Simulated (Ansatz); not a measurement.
**BClFH₂InO: small, medium and large basis sets**

An exercise on one series of results from a longer session: the logs are not shown, and one member is left open.

Program: Ansatz 0.2.0, Gaussian basis. Level of theory: one geometry, several basis sets. These are calculated values, not measurements.

Plan: PBE0-D4/def2-SVP; ωB97M-V/def2-SVP; PBE0-D4/def2-QZVPP; ωB97M-V/def2-QZVPP; the functionals' def2-TZVPP values are taken from earlier runs.

## The relaxed structure

All runs share one geometry, relaxed beforehand with PBE0-D4 in a triple-zeta def2 set. In takes the def2 core potential; no spin-orbit term is included.

SMILES `FB(Cl)[O][InH2]`, 7 atoms, charge 0, spin multiplicity 1.

Atoms are counted from 1 here; the program's logs count them from 0.

Bond lengths: F1–B2 1.352 Å, B2–Cl3 1.767 Å, B2–O4 1.313 Å, O4–In5 2.038 Å, In5–H6 1.700 Å, In5–H7 1.700 Å. Angles: F1–B2–Cl3 115.6°, F1–B2–O4 121.1°, Cl3–B2–O4 123.3°, B2–O4–In5 122.6°, O4–In5–H6 110.2°, O4–In5–H7 110.2°, H6–In5–H7 139.4°.

Set-up of the first run:

Input file in.yaml:

```yaml
crystal:
  periodic: [false, false, false]
  atoms:
    - {symbol: F, position_ang: [0.990669, -0.490719, -1.436644]}
    - {symbol: B, position_ang: [-0.153208, -0.992652, -0.920103]}
    - {symbol: Cl, position_ang: [-0.833801, -2.380686, -1.776875]}
    - {symbol: O, position_ang: [-0.702542, -0.465325, 0.149070]}
    - {symbol: In, position_ang: [0.102300, 1.136006, 1.120077]}
    - {symbol: H, position_ang: [-0.551286, 2.582209, 0.511215]}
    - {symbol: H, position_ang: [1.147858, 0.611178, 2.353260]}
basis:
  gaussian: {orbitals: def2-SVP}
hamiltonian: {xc: pbe0, dispersion: d4}
output: {orbitals: {seedname: orbitals}}
```

The run is started by

```
> ansatz run in.yaml --threads 4 --pin off --events-out ev --progress --plain --max-ram 10444MiB
```

Among the steps run: PBE0-D4 in def2-SVP; ωB97M-V in def2-SVP; PBE0-D4 in def2-QZVPP; ωB97M-V in def2-QZVPP.

One of the session's tables, all rows but one given; the rest of the session is left out.

It belongs to the step «Density functionals: the series». 

| functional | basis | HOMO (eV) | LUMO (eV) |
| --- | --- | --- | --- |
| PBE0-D4 | def2-SVP | -8.36 | -2.06 |
| PBE0-D4 | def2-TZVPP | -8.59 | -2.12 |
| PBE0-D4 | def2-QZVPP | -8.62 | -2.13 |
| ωB97M-V | def2-SVP | -10.62 | -0.46 |
| ωB97M-V | def2-TZVPP | -10.89 | -0.60 |
| ωB97M-V | def2-QZVPP | ? | ? |

Estimate the missing values for ωB97M-V, def2-QZVPP.

**Answer.** HOMO (eV): -10.94; LUMO (eV): -0.63. In the column «HOMO (eV)» it is the lowest.
